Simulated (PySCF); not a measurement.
# Cl2H4O2Zn (ZnCl2(H2O)2): the cost of one run

Computed with PySCF 2.14.0 and routines of our own; the level stands in each step. Atoms count from 0.

### 1 The system as given

9 atoms, charge 0, multiplicity 1; geometry from: GFN2-xTB.

### 2 Magnetic properties: GIAO KT3/def2-SVP Zn:def2-TZVP

What the job is given:

```
{"job": {"kind": "mag", "xc": "KT3", "basis": {"default": "def2-SVP", "Zn": "def2-TZVP"}}, "charge": 0, "multiplicity": 1}
Zn     0.784740     0.001000     0.545750
Cl    -0.058140     0.043010     2.555630
Cl     2.380330    -0.039500    -0.938960
O     -0.387270     1.607220    -0.428400
H      0.032860     2.009680    -1.195990
H     -0.862790     2.287250     0.058160
O     -0.536780    -1.608190    -0.214840
H     -1.109250    -2.010680     0.447100
H     -0.243700    -2.289780    -0.828440
```

Method: GIAO KT3/def2-SVP Zn:def2-TZVP magnetisability, rotational g tensor and spin-rotation constants, non-relativistic, gas phase.

Launch:

```
> OMP_NUM_THREADS=1 python excited_run.py task.json out
```

This one command runs all jobs of the session in turn.

Q: Estimate the wall time and peak memory of this first job on 1 thread of Arm Neoverse V1, shared host.

About 18 s, with a peak of 0.95 GiB.
